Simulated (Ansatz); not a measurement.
**C2H7BSi: from a rough start to a minimum**

Aim: relax C2H7BSi from a cheap starting geometry, check the end point by its vibrations and derive ideal-gas thermochemistry, and look at its orbitals and charge.

Program: Ansatz 0.2.0, Gaussian basis. Level of theory: RKS PBE0-D4/def2-TZVP. These are calculated values, not measurements.

The runs, in order: relaxation at PBE-D4/def2-SVP; relaxation at PBE0-D4/def2-TZVP; harmonic vibrations at the same level; a single point in def2-TZVPP for the fields.

## Step 1: Starting geometry

SMILES `BC1C[SiH2]1`, 11 atoms, charge 0, spin multiplicity 1.

Atoms are counted from 1 here; the program's logs count them from 0.

Bond lengths: B1–C2 1.526 Å, B1–H5 1.225 Å, B1–H6 1.221 Å, C2–C3 1.475 Å, C2–Si4 1.902 Å, C2–H7 1.137 Å, C3–Si4 1.916 Å, C3–H8 1.166 Å, C3–H9 1.086 Å, Si4–H10 1.405 Å, Si4–H11 1.526 Å. Angles: C2–B1–H5 122.4°, C2–B1–H6 122.5°, H5–B1–H6 114.4°, B1–C2–C3 114.1°, B1–C2–Si4 113.4°, B1–C2–H7 121.3°, C3–C2–Si4 67.8°, C3–C2–H7 116.9°, Si4–C2–H7 111.2°, C2–C3–Si4 66.8°, C2–C3–H8 110.9°, C2–C3–H9 119.4°, Si4–C3–H8 109.0°, Si4–C3–H9 120.2°, H8–C3–H9 119.3°, C2–Si4–C3 45.5°, C2–Si4–H10 120.0°, C2–Si4–H11 113.4° and more.

The start is a force-field geometry with small random shifts, so a cheaper pass at PBE-D4/def2-SVP comes first.

## Step 2: Optimising with PBE-D4/def2-SVP (cheap first pass)

Contents of in.yaml:

```yaml
crystal:
  periodic: [false, false, false]
  atoms:
    - {symbol: B, position_ang: [-1.072800, 1.169600, -0.382600]}
    - {symbol: C, position_ang: [0.258400, 0.627900, 0.131200]}
    - {symbol: C, position_ang: [0.133900, -0.574300, 0.977000]}
    - {symbol: Si, position_ang: [0.831500, -0.947600, -0.768000]}
    - {symbol: H, position_ang: [-1.226500, 1.545300, -1.538900]}
    - {symbol: H, position_ang: [-2.006900, 1.427400, 0.360900]}
    - {symbol: H, position_ang: [1.134200, 1.320500, 0.348000]}
    - {symbol: H, position_ang: [1.002300, -0.629600, 1.753400]}
    - {symbol: H, position_ang: [-0.853500, -0.928400, 1.257200]}
    - {symbol: H, position_ang: [2.173300, -1.356700, -0.680800]}
    - {symbol: H, position_ang: [-0.308500, -1.711100, -1.436900]}
basis:
  gaussian: {orbitals: def2-SVP}
hamiltonian: {xc: pbe, dispersion: d4}
relax: {f_tol: 0.03, max_steps: 200}
```

Started as:

```bash
ansatz run in.yaml --threads 2 --pin off --events-out ev --progress --plain --max-ram 4352MiB
```

What it wrote, cut to the lines that bear on the results:

```text
Functional definition: PBE
  name "PBE"
  cite "Perdew, Burke & Ernzerhof, Phys. Rev. Lett. 77, 3865 (1996) doi:10.1103/PhysRevLett.77.3865"
  parent pbe
[...]
1072 factors; their error is unknown
[...]
mean field -10726.42403186 eV, -394.1888125393 hartree, gradient 3.6e-5 eV, S^2 0.000000; 0 other end points of the search recorded, 0 dependent functions left out
[...]
reference -10726.42406798 eV, -394.1888138668 hartree; 19, 19 occupied and 76, 76 virtual orbitals, 1072 factors
relax step   1: F+E_penalty+E_count = -10726.63926704 eV  Δ(F+E_penalty+E_count) = +0.000e0 eV  max|allowed force component| = 2.928e0 eV/Å  Δτ_max = 0.0000 Å  (28 SCF iters, accepted)
[...]
relax step   4: F+E_penalty+E_count = -10727.54803831 eV  Δ(F+E_penalty+E_count) = -1.686e-1 eV  max|allowed force component| = 4.807e-1 eV/Å  Δτ_max = 0.1998 Å  (28 SCF iters, accepted)
[...]
relax step   7: F+E_penalty+E_count = -10727.81307313 eV  Δ(F+E_penalty+E_count) = -6.232e-2 eV  max|allowed force component| = 1.967e-1 eV/Å  Δτ_max = 0.1965 Å  (29 SCF iters, accepted)
[...]
relax step  10: F+E_penalty+E_count = -10727.87882065 eV  Δ(F+E_penalty+E_count) = -2.039e-2 eV  max|allowed force component| = 1.346e-1 eV/Å  Δτ_max = 0.0667 Å  (30 SCF iters, accepted)
[...]
relax step  12: F+E_penalty+E_count = -10727.88099260 eV  Δ(F+E_penalty+E_count) = -2.172e-3 eV  max|allowed force component| = 1.967e-2 eV/Å  Δτ_max = 0.0213 Å  (30 SCF iters, accepted)
1072 factors; their error is unknown
mean field -10727.66262030 eV, -394.2343298252 hartree, gradient 2.1e-5 eV, S^2 0.000000; 1 other end points of the search recorded, 0 dependent functions left out
[...]
reference -10727.66265658 eV, -394.2343311584 hartree; 19, 19 occupied and 76, 76 virtual orbitals, 1072 factors
Total energy: -10727.88102887 eV, -394.2423561922 hartree
Atom 0 at    -0.913586     1.091600    -0.561686 Å, force    -0.006479    -0.018235     0.006785 eV/Å
Atom 1 at     0.214576     0.746257     0.384307 Å, force    -0.019674     0.002403    -0.004698 eV/Å
Atom 2 at     0.265400    -0.514386     1.225037 Å, force     0.009024    -0.003880     0.008897 eV/Å
Atom 3 at     0.460751    -0.933420    -0.598469 Å, force    -0.003586     0.000789    -0.003631 eV/Å
Atom 4 at    -0.788572     2.004682    -1.355820 Å, force     0.010701     0.003564    -0.006216 eV/Å
Atom 5 at    -1.958139     0.456456    -0.526187 Å, force     0.003943     0.001998     0.002289 eV/Å
Atom 6 at     1.151153     1.334711     0.349960 Å, force     0.013631    -0.001686     0.003395 eV/Å
Atom 7 at     1.124760    -0.640367     1.904356 Å, force    -0.006766     0.003136    -0.009907 eV/Å
Atom 8 at    -0.692480    -0.847157     1.662655 Å, force     0.000160     0.001032    -0.003905 eV/Å
Atom 9 at     1.834292    -1.101035    -1.157446 Å, force    -0.008572     0.006346    -0.000052 eV/Å
Atom 10 at    -0.632756    -1.654342    -1.306207 Å, force     0.007618     0.004534     0.007043 eV/Å
Dipole moment:     0.321710    -0.331185     0.122769 e Å
```

It took 22 s on 2 threads of Arm Neoverse V2, shared host.

The steps of the relaxation:

```csv
step,energy from step 1 (eV),largest force component (eV/Å)
1,0.0000,2.9279
2,-0.5201,1.1280
3,-0.7402,0.6486
4,-0.9088,0.4807
5,-1.0323,0.2896
6,-1.1115,0.2461
7,-1.1738,0.1967
8,-1.2166,0.2759
9,-1.2192,0.3485
10,-1.2396,0.1346
11,-1.2392,0.2079
12,-1.2417,0.0197
```

Distances of close pairs at the start and the end, largest changes first:

```csv
bond,before (Å),after (Å),change (Å)
Si4–H10,1.405,1.492,+0.087
C3–H8,1.166,1.103,-0.064
C2–Si4,1.902,1.962,+0.059
C2–C3,1.475,1.516,+0.041
Si4–H11,1.526,1.489,-0.038
C3–Si4,1.916,1.881,-0.035
C2–H7,1.137,1.107,-0.031
C3–H9,1.086,1.104,+0.019
```

## Step 3: Relaxation at PBE0-D4/def2-TZVP

Contents of in.yaml:

```yaml
crystal:
  periodic: [false, false, false]
  atoms:
    - {symbol: B, position_ang: [-0.913586, 1.091600, -0.561686]}
    - {symbol: C, position_ang: [0.214576, 0.746257, 0.384307]}
    - {symbol: C, position_ang: [0.265400, -0.514386, 1.225037]}
    - {symbol: Si, position_ang: [0.460751, -0.933420, -0.598469]}
    - {symbol: H, position_ang: [-0.788572, 2.004682, -1.355820]}
    - {symbol: H, position_ang: [-1.958139, 0.456456, -0.526187]}
    - {symbol: H, position_ang: [1.151153, 1.334711, 0.349960]}
    - {symbol: H, position_ang: [1.124760, -0.640367, 1.904356]}
    - {symbol: H, position_ang: [-0.692480, -0.847157, 1.662655]}
    - {symbol: H, position_ang: [1.834292, -1.101035, -1.157446]}
    - {symbol: H, position_ang: [-0.632756, -1.654342, -1.306207]}
basis:
  gaussian: {orbitals: def2-TZVP}
hamiltonian: {xc: pbe0, dispersion: d4}
relax: {f_tol: 0.005, max_steps: 150}
```

The command is unchanged.

What it wrote, cut to the lines that bear on the results:

```text
Functional definition: PBE0
  name "PBE0"
  cite "Adamo & Barone, J. Chem. Phys. 110, 6158 (1999) doi:10.1063/1.478522"
  cite "Perdew, Burke & Ernzerhof, Phys. Rev. Lett. 77, 3865 (1996) doi:10.1103/PhysRevLett.77.3865"
  parent pbe
[...]
1105 factors; their error is unknown
[...]
mean field -10734.91213607 eV, -394.5007446157 hartree, gradient 1.5e-5 eV, S^2 0.000000; 0 other end points of the search recorded, 0 dependent functions left out
[...]
reference -10734.91217071 eV, -394.5007458888 hartree; 19, 19 occupied and 153, 153 virtual orbitals, 1105 factors
relax step   1: F+E_penalty+E_count = -10735.09461233 eV  Δ(F+E_penalty+E_count) = +0.000e0 eV  max|allowed force component| = 5.027e-1 eV/Å  Δτ_max = 0.0000 Å  (28 SCF iters, accepted)
[...]
Atom 1 at     0.217164     0.728624     0.352726 Å, force     0.000143    -0.003097    -0.002135 eV/Å
Atom 2 at     0.260553    -0.522586     1.206449 Å, force     0.003907     0.004881     0.001819 eV/Å
Atom 3 at     0.475257    -0.938664    -0.581127 Å, force    -0.002690    -0.002610     0.001916 eV/Å
Atom 4 at    -0.808170     2.000482    -1.319929 Å, force    -0.000503    -0.000364    -0.000222 eV/Å
Atom 5 at    -1.944586     0.462961    -0.509391 Å, force    -0.000170     0.000238    -0.000343 eV/Å
Atom 6 at     1.137638     1.310146     0.329762 Å, force    -0.000929     0.001534     0.001570 eV/Å
Atom 7 at     1.104666    -0.619437     1.880092 Å, force    -0.000191    -0.002184    -0.001282 eV/Å
Atom 8 at    -0.684436    -0.824824     1.648435 Å, force    -0.000476    -0.001355    -0.001601 eV/Å
Atom 9 at     1.833287    -1.126612    -1.125724 Å, force     0.000394     0.000053     0.000523 eV/Å
Atom 10 at    -0.604704    -1.620258    -1.313098 Å, force     0.000651     0.000878    -0.000040 eV/Å
Dipole moment:     0.306584    -0.310515     0.117915 e Å
```

Wall time 43 s (2 threads of Arm Neoverse V2, shared host).

Along the way:

```csv
step,energy from step 1 (eV),largest force component (eV/Å)
1,0.0000,0.5027
2,-0.0421,0.2958
3,-0.0486,0.0883
4,-0.0495,0.0482
5,-0.0494,0.0821
6,-0.0502,0.0168
7,-0.0500,0.0775
8,-0.0504,0.0121
9,-0.0504,0.0049
```

Distances of close pairs at the start and the end, largest changes first:

```csv
bond,before (Å),after (Å),change (Å)
C3–Si4,1.881,1.848,-0.033
C2–Si4,1.962,1.928,-0.033
B1–H6,1.223,1.202,-0.021
B1–H5,1.217,1.197,-0.020
C3–H8,1.103,1.084,-0.018
C3–H9,1.104,1.086,-0.018
C2–H7,1.107,1.089,-0.018
Si4–H10,1.492,1.475,-0.017
```

Mulliken charges at the end point, from the run's report:

```csv
atom,value (e)
B1,-0.16
C2,-0.16
C3,-0.29
Si4,0.15
H5,0.00
H6,0.00
H7,0.13
H8,0.14
H9,0.14
H10,0.01
H11,0.03
```

## Step 4: Vibrations by finite differences

Contents of in.yaml:

```yaml
crystal:
  periodic: [false, false, false]
  atoms:
    - {symbol: B, position_ang: [-0.921270, 1.093167, -0.547696]}
    - {symbol: C, position_ang: [0.217164, 0.728624, 0.352726]}
    - {symbol: C, position_ang: [0.260553, -0.522586, 1.206449]}
    - {symbol: Si, position_ang: [0.475257, -0.938664, -0.581127]}
    - {symbol: H, position_ang: [-0.808170, 2.000482, -1.319929]}
    - {symbol: H, position_ang: [-1.944586, 0.462961, -0.509391]}
    - {symbol: H, position_ang: [1.137638, 1.310146, 0.329762]}
    - {symbol: H, position_ang: [1.104666, -0.619437, 1.880092]}
    - {symbol: H, position_ang: [-0.684436, -0.824824, 1.648435]}
    - {symbol: H, position_ang: [1.833287, -1.126612, -1.125724]}
    - {symbol: H, position_ang: [-0.604704, -1.620258, -1.313098]}
basis:
  gaussian: {orbitals: def2-TZVP}
hamiltonian: {xc: pbe0, dispersion: d4}
phonons: {temperatures: {t_min: 298.15, t_max: 900, t_step: 200}}
```

Same command.

What it wrote, cut to the lines that bear on the results:

```text
Functional definition: PBE0
  name "PBE0"
  cite "Adamo & Barone, J. Chem. Phys. 110, 6158 (1999) doi:10.1063/1.478522"
  cite "Perdew, Burke & Ernzerhof, Phys. Rev. Lett. 77, 3865 (1996) doi:10.1103/PhysRevLett.77.3865"
  parent pbe
[...]
1105 factors; their error is unknown
[...]
mean field -10734.96195077 eV, -394.5025752722 hartree, gradient 1.4e-5 eV, S^2 0.000000; 0 other end points of the search recorded, 0 dependent functions left out
[...]
reference -10734.96198519 eV, -394.5025765371 hartree; 19, 19 occupied and 153, 153 virtual orbitals, 1105 factors
[...]
1105 factors; their error is unknown
mean field -10734.96181779 eV, -394.5025703853 hartree, gradient 2.2e-6 eV, S^2 0.000000; 0 other end points of the search recorded, 0 dependent functions left out
[...]
reference -10734.96185221 eV, -394.5025716501 hartree; 19, 19 occupied and 153, 153 virtual orbitals, 1105 factors
[...]
Atom 4 at    -0.808170     2.000482    -1.319929 Å, force    -0.000505    -0.000368    -0.000219 eV/Å
Atom 5 at    -1.944586     0.462961    -0.509391 Å, force    -0.000188     0.000236    -0.000331 eV/Å
Atom 6 at     1.137638     1.310146     0.329762 Å, force    -0.000923     0.001534     0.001578 eV/Å
Atom 7 at     1.104666    -0.619437     1.880092 Å, force    -0.000179    -0.002186    -0.001269 eV/Å
Atom 8 at    -0.684436    -0.824824     1.648435 Å, force    -0.000448    -0.001351    -0.001606 eV/Å
Atom 9 at     1.833287    -1.126612    -1.125724 Å, force     0.000395     0.000054     0.000525 eV/Å
Atom 10 at    -0.604704    -1.620258    -1.313098 Å, force     0.000655     0.000887    -0.000017 eV/Å
Dipole moment:     0.306585    -0.310515     0.117915 e Å
Vibrations: 186.93 324.79 430.60 503.10 552.76 590.40 637.92 677.67 795.17 848.80 890.27 937.08 946.88 967.84 996.93 1108.98 1137.79 1218.21 1368.57 1435.76 2278.50 2308.19 2552.04 2638.89 3135.94 3144.58 3221.19 cm⁻¹, zero-point energy 2.221535 eV
```

It took 3.2 min on 2 threads of Arm Neoverse V2, shared host.

Motions are named by where the mode's potential energy lies. Wavenumbers, unscaled:

```csv
mode,cm⁻¹,motion
1,187,bend with torsion
2,325,bend
3,431,bend with torsion
4,503,bend
5,553,bend
6,590,bend
7,638,Si–C stretch with bend
8,678,bend with torsion
9,795,bend
10,849,bend
11,890,bend
12,937,bend with torsion
13,947,bend with torsion
14,968,torsion with bend
15,997,bend
16,1109,bend
17,1138,bend
18,1218,bend
19,1369,bend with B–C stretch
20,1436,bend
21,2279,Si–H stretch
22,2308,Si–H stretch
23,2552,B–H stretch
24,2639,B–H stretch
25,3136,C–H stretch
26,3145,C–H stretch
27,3221,C–H stretch
```

Ideal gas, rigid rotor and harmonic oscillator at 298.15 K and 1 bar, with symmetry number 1:

```csv
term,value
zero-point energy,51.2 kcal/mol
H(298) − E,55.2 kcal/mol
"entropy, translation",161.8 J/(mol K)
"entropy, rotation",103.3 J/(mol K)
"entropy, vibration",33.2 J/(mol K)
"entropy, total",298.3 J/(mol K)
```

## Step 5: Fields at the relaxed geometry

Changes to in.yaml since step 4:

```diff
@@ -15,4 +15,4 @@
 basis:
-  gaussian: {orbitals: def2-TZVP}
+  gaussian: {orbitals: def2-TZVPP}
 hamiltonian: {xc: pbe0, dispersion: d4}
-phonons: {temperatures: {t_min: 298.15, t_max: 900, t_step: 200}}
+output: {orbitals: {seedname: orbitals}}
```

The command is unchanged.

What it wrote:

```text
Functional definition: PBE0
  name "PBE0"
  cite "Adamo & Barone, J. Chem. Phys. 110, 6158 (1999) doi:10.1063/1.478522"
  cite "Perdew, Burke & Ernzerhof, Phys. Rev. Lett. 77, 3865 (1996) doi:10.1103/PhysRevLett.77.3865"
  parent pbe
  parameter a = 0.25
  parameter kappa = 0.804
  parameter beta = 0.06672455060314922
  exchange = (1 - a)*pbe_x(kappa = kappa, mu = beta*pi^2/3) + a*exact_x
  correlation = pbe_c(beta = beta)
1233 factors; their error is unknown
mean field evaluation 1: about -10725.6137 eV, gradient 6.1e1 eV
mean field evaluation 2: about -10710.9625 eV, gradient 9.1e1 eV
mean field evaluation 4: about -10734.9582 eV, gradient 4.1e0 eV
mean field evaluation 8: about -10735.0039 eV, gradient 7.9e-2 eV
mean field evaluation 16: about -10735.0125 eV, gradient 3.2e-5 eV
mean field -10735.01253116 eV, -394.5044340673 hartree, gradient 3.2e-5 eV, S^2 0.000000; 0 other end points of the search recorded, 0 dependent functions left out
reference -10735.01256559 eV, -394.5044353325 hartree; 19, 19 occupied and 214, 214 virtual orbitals, 1233 factors
Total energy: -10735.19559621 eV, -394.5111615839 hartree
```

Wall time 4.2 s (2 threads of Arm Neoverse V2, shared host); peak memory 0.47 GiB.

The fields below are evaluated on a grid from the run's orbitals.

Frontier orbitals at PBE0-D4/def2-TZVPP, with the share of their density that lies nearest to each atom:

```csv
orbital,energy (eV),lies on
HOMO,-7.23,Si4 25 %; C2 23 %; C3 16 %
LUMO,-0.25,B1 26 %; Si4 20 %; H10 16 %
```

ELF in a plane through or near 3 of the atoms.

Ten even steps from ' ' (0.00) to '@' (1.00):
```
                                                        
                                                        
                                                        
                                                        
                                ..                      
          ..--++++--........::--==--..                  
          **%%@@@@%%++==++++**####**::......            
        ..##@@@@@@@@##**%%%%##%%%%##::--====--..        
          **%%@@@@@@--::@@##++##%%--..++####**==..      
          ::==**####++==##**++##++==##**%%%%##++::      
              ::==##%%**----****==::::**####**--..      
              ::==##::::++----**==::::--====--..        
              ::--++..++++**::++--..........            
              ..::==--  --  ****--..                    
                ..------==**####==..                    
                  ......::--++++::..                    
                          ..::::                        
                                                        
                                                        
                                                        
```
The map spans 10.0 Å across and 9.1 Å up, centred on the molecule. Atoms in the plane (x, y in Å): B1 (1.5, 0.3), Si4 (-0.5, -1.1), H8 (-2.0, 1.0).

On the surface of density 0.002 e/bohr³ the electrostatic potential runs, from the 1st to the 99th percentile, from -0.71 to 1.12 V.

## Step 6: Results

| quantity | value |
| --- | --- |
| point group | C1 |
| steps | 12 + 9 |
| shift from the start (rms) | 0.536 Å |
| total energy | -10735.1450 eV |
| dispersion term | -183 meV |
| dipole moment | 2.17 D |
| lowest, highest wavenumber | 187, 3221 cm⁻¹ |
| zero-point energy | 51.2 kcal/mol |
| entropy at 298.15 K | 298.3 J/(mol K) |
| HOMO, LUMO | -7.23, -0.25 eV |

The atoms moved 0.54 Å (rms) from the start; the bond that changed most is C3–H8, from 1.166 to 1.084 Å. All wavenumbers are real, so the end point is a minimum. The stiffest mode, 3221 cm⁻¹, is a C–H stretch. Harmonic hybrid wavenumbers usually lie a few per cent above measured fundamentals. The largest Mulliken charge, -0.29 e, sits on C3. The HOMO lies mostly on Si4 25 %; C2 23 % and the LUMO on B1 26 %; Si4 20 %.
